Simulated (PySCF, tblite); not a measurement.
# C6H5B2 radical: geometry, infrared bands and EPR parameters

Wanted: the infrared bands and EPR parameters of C6H5B2 radical (`C#CC1=C[B]C=CB1`), by calculation.

Computed with tblite 0.8.0 and PySCF 2.14.0, with density-fitted response routines of our own, on a single molecule in the gas phase. Atoms are numbered from 0 throughout.

### Step 1. Starting geometry

13 atoms, charge 0, multiplicity 2; geometry from: force field or distance geometry start.

Bonds of the start (Å): C0–C1 1.22, C1–C2 1.42, C2–C3 1.35, C3–B4 1.57, B4–C5 1.57, C5–C6 1.34, C6–B7 1.58, B7–C2 1.57, C0–H8 1.07, C3–H9 1.07, C5–H10 1.08, C6–H11 1.10, B7–H12 1.18.

### Step 2. Geometry optimisation with GFN2-xTB

What the job is given:

```
{"job": {"kind": "relax", "xc": "GFN2-xTB", "basis": "xTB"}, "charge": 0, "multiplicity": 2}
C      3.293700    -0.563600     0.039900
C      2.105800    -0.276100     0.049800
C      0.724100     0.063500     0.064900
C      0.337100     1.357600     0.153600
B     -1.186800     1.728100     0.171800
C     -2.293500     0.628200     0.047500
C     -1.917600    -0.655200    -0.054800
B     -0.383100    -1.042800    -0.049600
H      4.342700    -0.796000     0.026800
H      1.109300     2.099000     0.244900
H     -3.338800     0.913700     0.052100
H     -2.700900    -1.430900    -0.129300
H     -0.096400    -2.025100    -0.635100
```

The run is started by

```
$ OMP_NUM_THREADS=1 python probes_run.py task.json out
```

One launch serves the whole session: the jobs run in the order shown.

The program printed:

```text
step      E/eV     max force
  0    -479.74241    4.151
  1    -480.18201    2.815
  2    -480.24313    5.279
  3    -480.44838    1.396
  4    -480.52014    0.880
  5    -480.55837    0.509
  6    -480.57270    0.231
  7    -480.57966    0.202
  8    -480.58550    0.249
  9    -480.59204    0.257
 10    -480.59871    0.279
 11    -480.60399    0.181
 12    -480.60796    0.190
 13    -480.61141    0.180
 14    -480.61491    0.149
 15    -480.61774    0.136
 16    -480.61944    0.103
 17    -480.62077    0.090
 18    -480.62228    0.097
 19    -480.62360    0.090
 20    -480.62432    0.056
 21    -480.62464    0.049
 22    -480.62491    0.051
 23    -480.62528    0.058
 24    -480.62572    0.066
 25    -480.62610    0.059
 26    -480.62639    0.050
 27    -480.62663    0.046
 28    -480.62685    0.039
 29    -480.62704    0.036
 30    -480.62718    0.036
 31    -480.62730    0.032
 32    -480.62743    0.037
 33    -480.62755    0.029
 34    -480.62764    0.023
 35    -480.62770    0.024
 36    -480.62775    0.022
 37    -480.62783    0.026
 38    -480.62794    0.027
 39    -480.62803    0.023
 40    -480.62809    0.020
 41    -480.62813    0.019
 42    -480.62819    0.021
 43    -480.62827    0.025
 44    -480.62836    0.024
 45    -480.62845    0.029
 46    -480.62852    0.027
 47    -480.62860    0.031
 48    -480.62872    0.034
 49    -480.62884    0.028
 50    -480.62892    0.017
 51    -480.62897    0.017
 52    -480.62901    0.023
 53    -480.62908    0.025
 54    -480.62914    0.019
 55    -480.62916    0.008
```

Wall time 0.28 s (1 thread of Arm Neoverse V1, shared host).

Relaxation path: (not every step is listed)

```tsv
step	energy from step 0 (eV)	largest force (eV/Å)
0	0.0000	4.1509
1	-0.4396	2.8147
2	-0.5007	5.2787
3	-0.7060	1.3959
4	-0.7777	0.8798
5	-0.8160	0.5086
6	-0.8303	0.2312
7	-0.8372	0.2019
8	-0.8431	0.2489
12	-0.8655	0.1897
16	-0.8770	0.1028
20	-0.8819	0.0556
24	-0.8833	0.0662
28	-0.8844	0.0390
32	-0.8850	0.0371
36	-0.8853	0.0220
40	-0.8857	0.0201
44	-0.8859	0.0237
48	-0.8863	0.0344
50	-0.8865	0.0173
51	-0.8866	0.0172
52	-0.8866	0.0227
53	-0.8867	0.0251
54	-0.8867	0.0186
55	-0.8868	0.0081
```

Close pairs (by a distance rule), those that changed most:

```tsv
bond	before (Å)	after (Å)	change (Å)
C3–B4	1.568	1.441	-0.127
B4–C5	1.565	1.460	-0.105
C2–C3	1.354	1.406	+0.052
C6–B7	1.583	1.535	-0.048
C5–C6	1.341	1.382	+0.041
C0–H8	1.075	1.049	-0.025
C1–C2	1.423	1.402	-0.021
C2–B7	1.569	1.549	-0.020
```

The end geometry stands in the next job.

### Step 3. Infrared spectrum with GFN2-xTB

What the job is given:

```
{"job": {"kind": "ir", "xc": "GFN2-xTB", "basis": "xTB"}, "charge": 0, "multiplicity": 2}
C      3.224329    -0.524556    -0.011387
C      2.049788    -0.251984     0.003739
C      0.683898     0.065384     0.021936
C      0.337692     1.414614     0.209609
B     -1.098980     1.530840     0.196977
C     -2.275285     0.678602     0.051433
C     -1.862334    -0.627372    -0.130986
B     -0.384707    -1.041049    -0.160778
H      4.240748    -0.784607    -0.029618
H      1.125946     2.143300     0.330891
H     -3.328784     0.919951     0.068973
H     -2.650860    -1.363705    -0.252714
H     -0.065839    -2.158931    -0.315802
```

The program printed:

```text
mode    cm-1     km/mol
  1     101.7      1.40
  2     136.2      0.58
  3     248.8      0.92
  4     292.8      0.18
  5     317.1      2.32
  6     385.8      9.66
  7     434.2     20.19
  8     444.0      1.63
  9     457.0      2.73
 10     594.7     33.93
 11     611.1     10.83
 12     629.1      7.16
 13     645.6     30.11
 14     751.9     86.88
 15     825.9     27.02
 16     826.2     31.84
 17     913.2      5.88
 18     923.6      0.01
 19     961.0      0.57
 20    1071.5      8.84
 21    1125.4      5.05
 22    1172.6      3.43
 23    1232.8      6.18
 24    1295.8      8.97
 25    1317.9     20.02
 26    1420.4     10.66
 27    1508.2     76.16
 28    2195.1      6.02
 29    2623.5    141.16
 30    3009.1     55.57
 31    3058.3     64.78
 32    3070.1     31.27
 33    3387.2      1.18
```

Run time: 0.34 s. Hardware: 1 thread of Arm Neoverse V1, shared host.

Which atoms move in the most intense modes:

```tsv
cm⁻¹	km/mol	atoms
595	33.9	C6 32 %, B4 24 %, C0 11 %
752	86.9	B7 26 %, H12 24 %, H10 16 %, H11 12 %
826	31.8	H9 73 %, C3 20 %
1508	76.2	B4 54 %, C3 15 %, C5 13 %, C6 11 %
2624	141.2	H12 92 %
3009	55.6	H11 90 %
3058	64.8	H10 90 %
3070	31.3	H9 92 %
```

### Step 4. g tensor and hyperfine couplings: B3LYP/pcH-1

Settings changed since step 3:

```diff
@@ -1,2 +1,2 @@
-{"job": {"kind": "ir", "xc": "GFN2-xTB", "basis": "xTB"}, "charge": 0, "multiplicity": 2}
+{"job": {"kind": "epr", "basis": "pcH-1"}, "charge": 0, "multiplicity": 2}
 C      3.224329    -0.524556    -0.011387
```

Method: UKS B3LYP, pcH-1 on B C H, non-relativistic, mean-field spin-orbit, GIAO.

The program printed:

```text
UKS, coarse grid
  cycle   1  E = -281.13251349  |g| = 3.68e-01
  cycle   2  E = -281.06754015  |g| = 4.88e-01
  cycle   3  E = -281.20486505  |g| = 1.23e-01
  cycle   4  E = -281.21240409  |g| = 4.86e-02
  cycle   5  E = -281.21345257  |g| = 2.09e-02
  cycle   6  E = -281.21368352  |g| = 8.96e-03
  cycle   7  E = -281.21373695  |g| = 3.44e-03
  cycle   8  E = -281.21376025  |g| = 1.46e-03
  cycle   9  E = -281.21376858  |g| = 7.72e-04
UKS, final grid
  cycle   1  E = -281.21378753  |g| = 1.11e-03
  cycle   2  E = -281.21378600  |g| = 2.06e-03
  cycle   3  E = -281.21378839  |g| = 2.90e-04
  cycle   4  E = -281.21378844  |g| = 1.35e-04
  cycle   5  E = -281.21378849  |g| = 1.19e-04
  cycle   6  E = -281.21378851  |g| = 3.50e-05
  cycle   7  E = -281.21378851  |g| = 9.36e-06
E = -281.21378851 Eh   <S^2> = 0.7613 (exact 0.7500)
g shifts (ppm)      1          2          3
  rmc          -101       -101       -101
  gc              2         25         20
  oz_so         -29         59        895
  total        -128        -17        814
hyperfine (MHz)  atom isotope    a_iso     a_fc   dipolar eigenvalues
    0   13C      13.21      13.21    -13.63    -11.23     24.87
    1   13C     -21.14     -21.14     -7.27     -0.13      7.40
    2   13C       7.87       7.87    -18.96    -17.63     36.59
    3   13C     -17.93     -17.93     -4.21      1.24      2.97
    4   11B      21.65      21.65    -18.53    -17.73     36.26
    5   13C     -13.22     -13.22     -1.77      0.10      1.67
    6   13C       1.71       1.71    -14.76    -13.39     28.15
    7   11B       4.94       4.94    -15.48    -14.22     29.70
    8    1H     -12.84     -12.84     -6.44     -0.83      7.27
    9    1H       1.02       1.02     -2.16     -0.10      2.25
   10    1H      -1.37      -1.37     -2.00     -1.55      3.55
   11    1H     -13.49     -13.49     -7.93     -1.50      9.43
   12    1H     -18.05     -18.05     -7.80     -1.14      8.93
```

It took 60 s on 1 thread of Arm Neoverse V1, shared host; peak memory 0.91 GiB.

Principal g values 2.00219, 2.00230, 2.00313; g(iso) = 2.00254, against 2.00232 for a free electron.

Hyperfine couplings, nucleus by nucleus at this fixed geometry (no averaging over rotations):

```tsv
nuclei	isotope	a(iso) (MHz)	a(iso) (G, at g = 2.0023)	largest dipolar term (MHz)
B4	11B	21.7	7.7	36.3
C1	13C	-21.1	-7.5	7.4
H12	1H	-18.0	-6.4	8.9
C3	13C	-17.9	-6.4	-4.2
H11	1H	-13.5	-4.8	9.4
C5	13C	-13.2	-4.7	-1.8
C0	13C	13.2	4.7	24.9
H8	1H	-12.8	-4.6	7.3
C2	13C	7.9	2.8	36.6
B7	11B	4.9	1.8	29.7
C6	13C	1.7	0.6	28.1
H10	1H	-1.4	-0.5	3.6
H9	1H	1.0	0.4	2.3
```

Mulliken spin populations:

C0 0.17; C1 -0.09; C2 0.22; C3 -0.06; B4 0.32; C5 -0.02; C6 0.18; B7 0.31; H8 -0.01; H9 0.00; H10 0.00; H11 -0.01; H12 -0.02

In first order the couplings over 0.8 MHz of 11B, 1H give 488 distinct lines over 45.1 G.

The fields below are evaluated on a grid from the run's orbitals.

ELF in a plane through or near 13 of the atoms.

Values, 10 rows by 14 columns:
```
0.00 0.00 0.00 0.00 0.00 0.00 0.00 0.00 0.00 0.00 0.00 0.00 0.00 0.00
0.00 0.00 0.00 0.00 0.00 0.01 0.06 0.01 0.00 0.00 0.00 0.00 0.00 0.00
0.00 0.00 0.00 0.00 0.00 0.90 0.99 0.19 0.12 0.04 0.00 0.00 0.00 0.00
0.00 0.00 0.00 0.13 0.13 0.17 0.93 0.73 0.13 0.76 0.31 0.25 0.00 0.00
0.00 0.00 0.19 0.56 0.82 0.53 0.79 0.50 0.41 0.40 1.00 0.98 0.00 0.00
0.00 0.04 0.99 0.89 0.48 0.28 0.40 0.76 0.61 0.86 0.27 0.14 0.00 0.00
0.00 0.00 0.78 0.64 0.71 0.33 0.27 0.41 0.87 0.98 0.87 0.00 0.00 0.00
0.00 0.00 0.00 0.04 0.12 0.01 0.99 1.00 0.07 0.91 0.94 0.00 0.00 0.00
0.00 0.00 0.00 0.00 0.00 0.00 0.84 0.95 0.02 0.00 0.00 0.00 0.00 0.00
0.00 0.00 0.00 0.00 0.00 0.00 0.00 0.00 0.00 0.00 0.00 0.00 0.00 0.00
```
The map spans 13.8 Å across and 9.7 Å up, centred on the molecule. Atoms in the plane (x, y in Å): C0 (-3.3, -0.3), C1 (-2.1, -0.1), C2 (-0.7, 0.1), C3 (-0.2, 1.5), B4 (1.2, 1.5), C5 (2.3, 0.5), C6 (1.8, -0.8), B7 (0.3, -1.1), H8 (-4.3, -0.4), H9 (-1.0, 2.3), H10 (3.4, 0.7), H11 (2.5, -1.6), H12 (-0.1, -2.2).

On the surface of density 0.002 e/bohr³ the electrostatic potential runs, from the 1st to the 99th percentile, from -0.94 V near C1 to 2.53 V near B4.

The spin density lies nearest to B4, B7 about 21 % each; C2 16 %; C0, C6 about 11 % each.

### Step 5. Outcome

| quantity | value |
| --- | --- |
| strongest single infrared mode (GFN2-xTB) | 2624 cm⁻¹, 141 km/mol |
| zero-point energy (GFN2-xTB) | 54.3 kcal/mol |
| g(iso) (B3LYP) | 2.00254 |
| ⟨S²⟩ | 0.761 (exact 0.75) |
| largest a(iso) | 11B on B4, 21.7 MHz |
| surface potential, 1st and 99th percentile | -0.94 V and 2.53 V |

**Reading.** The optimisation took 55 steps and gained 0.887 eV; among the close pairs (by a distance rule), C3–B4 changed most, from 1.568 to 1.441 Å. No mode is imaginary among the 33: a minimum at this level. The strongest single mode, at 2624 cm⁻¹, moves mainly H12. GFN2-xTB is a fitted tight-binding method: band positions and strengths are rough. Its intensities can rank the bands wrongly. The largest spin populations lie on B4 (0.32 e), B7 (0.31 e), C2 (0.22 e). The isotropic g lies 0.2 ppt above the free-electron value.
